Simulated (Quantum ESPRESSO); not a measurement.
A run of Quantum ESPRESSO 7.5:

The input pw.in:

```
&CONTROL
  calculation = 'scf'
  prefix = 'pwscf'
  outdir = './tmp'
  pseudo_dir = './pseudo'
  tprnfor = .true.
  tstress = .true.
  disk_io = 'low'
/
&SYSTEM
  ibrav = 0
  celldm(1) = 8
  nat = 2
  ntyp = 2
  ecutwfc = 56
  ecutrho = 448
  nbnd = 15
  occupations = 'smearing'
  smearing = 'mv'
  degauss = 0.01999163
/
&ELECTRONS
  conv_thr = 4d-10
  electron_maxstep = 120
  mixing_beta = 0.5
  diago_david_ndim = 4
/
ATOMIC_SPECIES
In   114.8180 in_pbesol_v1.4.uspp.F.UPF
As    74.9216 as_pbesol_v1.uspp.F.UPF
CELL_PARAMETERS alat
  0.0000000000000   0.6933577771828   0.6933577771828
  0.6933577771828   0.0000000000000   0.6933577771828
  0.6933577771828   0.6933577771828   0.0000000000000
ATOMIC_POSITIONS crystal
In     0.0000000000    0.0000000000    0.0000000000
As     0.7500000000    0.7500000000    0.7500000000
K_POINTS automatic
6 6 6 0 0 0
```

File scf2.in:

```
&CONTROL
  calculation = 'scf'
  prefix = 'pwscf'
  outdir = './tmp'
  pseudo_dir = './pseudo'
  tprnfor = .true.
  tstress = .true.
  disk_io = 'low'
/
&SYSTEM
  ibrav = 0
  celldm(1) = 8
  nat = 2
  ntyp = 2
  ecutwfc = 56
  ecutrho = 448
  nbnd = 15
  occupations = 'smearing'
  smearing = 'mv'
  degauss = 0.01999163
/
&ELECTRONS
  conv_thr = 1d-11
  electron_maxstep = 120
  mixing_beta = 0.5
  diago_david_ndim = 4
  startingpot = 'file'
  startingwfc = 'file'
/
ATOMIC_SPECIES
In   114.8180 in_pbesol_v1.4.uspp.F.UPF
As    74.9216 as_pbesol_v1.uspp.F.UPF
CELL_PARAMETERS alat
  0.0000000000000   0.6933577771828   0.6933577771828
  0.6933577771828   0.0000000000000   0.6933577771828
  0.6933577771828   0.6933577771828   0.0000000000000
ATOMIC_POSITIONS crystal
In     0.0000000000    0.0000000000    0.0000000000
As     0.7500000000    0.7500000000    0.7500000000
K_POINTS automatic
6 6 6 0 0 0
```

File eels.in:

```
&LR_INPUT
  prefix = 'pwscf'
  outdir = './tmp'
  restart_step = 5000
  restart = .false.
/
&LR_CONTROL
  calculator = 'lanczos'
  approximation = 'TDDFT'
  q1 = 0.4042616107
  q2 = 0
  q3 = 0
  itermax = 400
/
```

Contents of spectrum.in:

```
&LR_INPUT
  prefix = 'pwscf'
  outdir = './tmp'
  eels = .true.
  itermax0 = 400
  itermax = 20000
  extrapolation = 'osc'
  epsil = 0.02
  units = 1
  start = 0
  end = 40
  increment = 0.2
/
```

spectrum_short.in

```
&LR_INPUT
  prefix = 'pwscf'
  outdir = './tmp'
  eels = .true.
  itermax0 = 266
  itermax = 20000
  extrapolation = 'osc'
  epsil = 0.02
  units = 1
  start = 0
  end = 40
  increment = 0.2
/
```

Potentials or basis: GBRV 1.5 PBEsol.

The run is started by

```console
$ OMP_NUM_THREADS=1 pw.x -in pw.in > pw.out
$ OMP_NUM_THREADS=1 pw.x -in scf2.in > scf2.out
$ OMP_NUM_THREADS=1 turbo_eels.x -in eels.in > eels.out
$ OMP_NUM_THREADS=1 turbo_spectrum.x -in spectrum.in > spectrum.out
$ OMP_NUM_THREADS=1 turbo_spectrum.x -in spectrum_short.in > spectrum_short.out
```

Hardware: 1 thread of Arm Neoverse V1, on a shared host.

Question: How long does it take, and how much memory?

Answer: It took 17 min on 1 thread of Arm Neoverse V1 (shared host), peak memory 0.54 GiB. Counts: scf iterations 11, k pools 1, bands 15, k points 16, g dense 54769.
